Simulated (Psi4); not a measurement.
# revPBE/6-31G(d) (spherical functions) run of Si2H5OF (SMILES O[SiH](F)[SiH3])

Aim: the energy change on altering one bond length of Si2H5OF at revPBE/6-31G* (spherical functions), from 2 runs. 

The results are computed with Psi4 1.11.

### 1 The system as given

Si2H5OF has 9 atoms, charge 0, and is taken as a singlet. As SMILES, `O[SiH](F)[SiH3]`. The coordinates come from a PBE0-D4/def2-TZVP relaxation. This is one conformer, not always the lowest.

Bond lengths: O1–Si2 1.636 Å, Si2–F3 1.603 Å, Si2–Si4 2.339 Å, O1–H5 0.959 Å, Si2–H6 1.488 Å, Si4–H7 1.487 Å, Si4–H8 1.487 Å, Si4–H9 1.486 Å. Some angles: O1–Si2–F3 110.2°, O1–Si2–Si4 106.9°, F3–Si2–Si4 109.3°, O1–Si2–H6 110.6°, F3–Si2–H6 105.0°, Si4–Si2–H6 114.9°, Si2–O1–H5 118.9°, Si2–Si4–H7 109.6°, Si2–Si4–H8 109.5°, Si2–Si4–H9 110.3°.

### 2 Energy and forces at revPBE/6-31G(d) (spherical functions)

input.json

```json
{
  "schema_name": "qcschema_input",
  "schema_version": 1,
  "molecule": {
    "schema_name": "qcschema_molecule",
    "schema_version": 2,
    "symbols": ["O", "Si", "F", "Si", "H", "H", "H", "H", "H"],
    "geometry": [-0.7417175, -1.15424472, 3.34122476, -1.57130727, -0.30349002, 0.48698242, -3.35539771, 2.14257148, 0.60357852, 2.14483915, 0.70127736, -1.68506879, -1.98515729, -1.90030859, 4.42762831, -3.14563811, -2.29677313, -0.71922976, 1.50932426, 1.6262983, -4.26171036, 3.74487026, -1.59719652, -1.91599332, 3.56742498, 2.69399356, -0.30953714],
    "molecular_charge": 0,
    "molecular_multiplicity": 1,
    "fix_symmetry": "c1"
  },
  "driver": "gradient",
  "model": {
    "method": "revpbe",
    "basis": "6-31G*"
  },
  "keywords": {
    "reference": "rks",
    "puream": true,
    "e_convergence": 1e-09,
    "d_convergence": 1e-08,
    "scf_type": "pk",
    "dft_radial_points": 99,
    "dft_spherical_points": 590,
    "scf_properties": ["MAYER_INDICES", "LOWDIN_CHARGES", "MULLIKEN_CHARGES"]
  }
}
```

Launch:

```sh
$ psi4 --qcschema input.json -n 1 --memory 2200MB
```

stdout:

```text
[...]
  Running in c1 symmetry.
[...]
  Nuclear repulsion =  227.836453994188162
[...]
  Multiplicity = 1
[...]
  Nalpha       = 25
  Nbeta        = 25
[...]
    Number of basis functions: 74
[...]
   @RKS iter   1:  -756.67742644897226   -2.77930e-01   1.02281e-02 ADIIS/DIIS
[...]
   @RKS iter  12:  -756.91283035406536   -1.93268e-12   4.88809e-09 DIIS
[...]
  @RKS Final Energy:  -756.91283035406536
   => Energetics <=
    Nuclear Repulsion Energy =            227.8364539941881617
    One-Electron Energy =               -1502.7632273611229721
    Two-Electron Energy =                 580.6887487129090459
    DFT Exchange-Correlation Energy =     -62.6748057000395846
    Empirical Dispersion Energy =           0.0000000000000000
    VV10 Nonlocal Energy =                  0.0000000000000000
    Total Energy =                       -756.9128303540653633
[...]
 Multipole Moments:
 ------------------------------------------------------------------------------------
     Multipole            Electronic (a.u.)      Nuclear  (a.u.)        Total (a.u.)
 ------------------------------------------------------------------------------------
 L = 1.  Multiply by 2.5417464519 to convert [e a0] to [Debye]
 Dipole X            :         -4.8889703            4.6783237           -0.2106466
 Dipole Y            :          1.9427644           -2.4658251           -0.5230607
 Dipole Z            :          2.4963160           -2.2829391            0.2133769
 Magnitude           :                                                    0.6029048
[...]
  Mulliken Charges: (a.u.)
   Center  Symbol    Alpha    Beta     Spin     Total
       1     O     4.33260  4.33260  0.00000 -0.66521
       2    SI     6.60581  6.60581  0.00000  0.78838
       3     F     4.67504  4.67504  0.00000 -0.35008
       4    SI     7.00471  7.00471  0.00000 -0.00943
       5     H     0.28612  0.28612  0.00000  0.42776
       6     H     0.55387  0.55387  0.00000 -0.10774
       7     H     0.51556  0.51556  0.00000 -0.03112
       8     H     0.51619  0.51619  0.00000 -0.03238
       9     H     0.51009  0.51009  0.00000 -0.02019
   Total alpha = 25.00000, Total beta = 25.00000, Total charge =  0.00000
[...]
  -Total Gradient:
     Atom            X                  Y                   Z
    ------   -----------------  -----------------  -----------------
       1       -0.020497612897     0.000449321882    -0.013071719871
       2       -0.006111949503     0.007875949087     0.016587773715
       3        0.015039609946    -0.020676242786    -0.000283621112
       4        0.003355555486     0.002103206813    -0.002322274375
       5        0.011933338847     0.006714862023    -0.009015885961
       6        0.002836714255     0.005433684864     0.004070563408
       7        0.000600666614    -0.001967384520     0.005144334355
       8       -0.003834329987     0.004088282440     0.000950143439
       9       -0.003295437241    -0.003971804959    -0.002082008683
[...]
```

Wall time 14 s (1 thread of AMD EPYC 9R45 (Zen 5), shared host); peak memory 1.1 GiB.

### 3 The distorted shape: a single-point energy at revPBE/6-31G(d) (spherical functions)

calc.py

```python
import psi4

psi4.set_memory('2200 MB')
psi4.set_num_threads(1)
psi4.set_output_file('psi4.out', False)

mol = psi4.geometry("""
0 1
O
Si 1 1.636065
F 2 1.60331 1 110.15924
Si 2 2.339006 3 109.29643 1 -117.16473
H 1 0.958823 2 118.86173 3 71.48264
H 2 1.48798 3 105.01799 1 119.06696
H 4 1.487226 2 109.58651 6 59.96519
H 4 1.487017 7 108.82201 2 119.66221
H 4 1.709 8 109.40302 7 -119.32437
units angstrom
symmetry c1
""")

psi4.set_options({
    'basis': '6-31G*',
    'puream': True,
    'e_convergence': 1e-09,
    'd_convergence': 1e-08,
    'scf_type': 'pk',
    'dft_radial_points': 99,
    'dft_spherical_points': 590,
})

energy_value, wavefunction = psi4.energy("revpbe", molecule=mol, return_wfn=True)
psi4.oeprop(wavefunction, "WIBERG_LOWDIN_INDICES", "LOWDIN_CHARGES", "DIPOLE", title="REVPBE")
print('E =', round(energy_value, 9))
```

Launch:

```sh
$ python calc.py
```

psi4.out:

```text
[...]
  Running in c1 symmetry.
[...]
  Nuclear repulsion =  226.960609881574669
[...]
  Multiplicity = 1
[...]
  Nalpha       = 25
  Nbeta        = 25
[...]
    Number of basis functions: 74
[...]
   @RKS iter   1:  -756.66820926267565   -3.12784e-01   1.02243e-02 DIIS/ADIIS
[...]
   @RKS iter  12:  -756.90287333750814   -9.09495e-13   5.06345e-09 DIIS
[...]
    Orbital Energies [Eh]
    ---------------------
    Doubly Occupied:
       1A    -65.470927     2A    -65.419328     3A    -24.265298
       4A    -18.792097     5A     -5.100132     6A     -5.059523
       7A     -3.507695     8A     -3.505691     9A     -3.503857
      10A     -3.464971    11A     -3.464238    12A     -3.464000
      13A     -1.072592    14A     -0.930889    15A     -0.530247
      16A     -0.474513    17A     -0.442624    18A     -0.387485
      19A     -0.369050    20A     -0.345036    21A     -0.317370
      22A     -0.305415    23A     -0.297307    24A     -0.284927
      25A     -0.253306
[...]
  @RKS Final Energy:  -756.90287333750814
   => Energetics <=
    Nuclear Repulsion Energy =            226.9606098815746691
    One-Electron Energy =               -1500.8853711857873350
    Two-Electron Energy =                 579.6492131172777817
    DFT Exchange-Correlation Energy =     -62.6273251505733697
    Empirical Dispersion Energy =           0.0000000000000000
    VV10 Nonlocal Energy =                  0.0000000000000000
    Total Energy =                       -756.9028733375081401
[...]
 Multipole Moments:
 ------------------------------------------------------------------------------------
     Multipole            Electronic (a.u.)      Nuclear  (a.u.)        Total (a.u.)
 ------------------------------------------------------------------------------------
 L = 1.  Multiply by 2.5417464519 to convert [e a0] to [Debye]
 Dipole X            :         -3.2084802            2.6045647           -0.6039155
 Dipole Y            :         -4.8671343            5.1212066            0.2540723
 Dipole Z            :         -0.3367597            0.0951415           -0.2416182
 Magnitude           :                                                    0.6983166
[...]
```

On the terminal:

```text
E = -756.902873338
```

Run time: 11 s. Hardware: 1 thread of AMD EPYC 9R45 (Zen 5), shared host; peak memory 1.1 GiB.

### 4 What came out

At revPBE/6-31G* (spherical functions):

| quantity | value |
| --- | --- |
| first shape: total energy | -756.91283 Eh |
| first shape: dipole moment | 1.53 D |
| first shape: HOMO energy | -6.85 eV |
| first shape: LUMO energy | -0.45 eV |
| first shape: HOMO–LUMO gap | 6.39 eV |
| first shape: largest force on an atom | 1.315 eV/Å |
| distorted shape: total energy | -756.90287 Eh |
| distorted shape: dipole moment | 1.77 D |
| distorted shape: HOMO energy | -6.89 eV |
| distorted shape: LUMO energy | -0.77 eV |
| distorted shape: HOMO–LUMO gap | 6.12 eV |
| energy change with the Si4–H9 bond stretched from 1.486 to 1.709 Å | 0.271 eV |

In words: With the Si4–H9 bond stretched from 1.486 to 1.709 Å the energy rises by 0.27 eV (6.2 kcal/mol). The first shape isn't relaxed at this level, so the change isn't measured from a minimum. The largest force (first shape) is 1.31 eV/Å: the shape isn't a stationary point for this species at this level. Mulliken charges (first shape) run from -0.67 on O1 to +0.79 on Si2; they depend strongly on the basis.
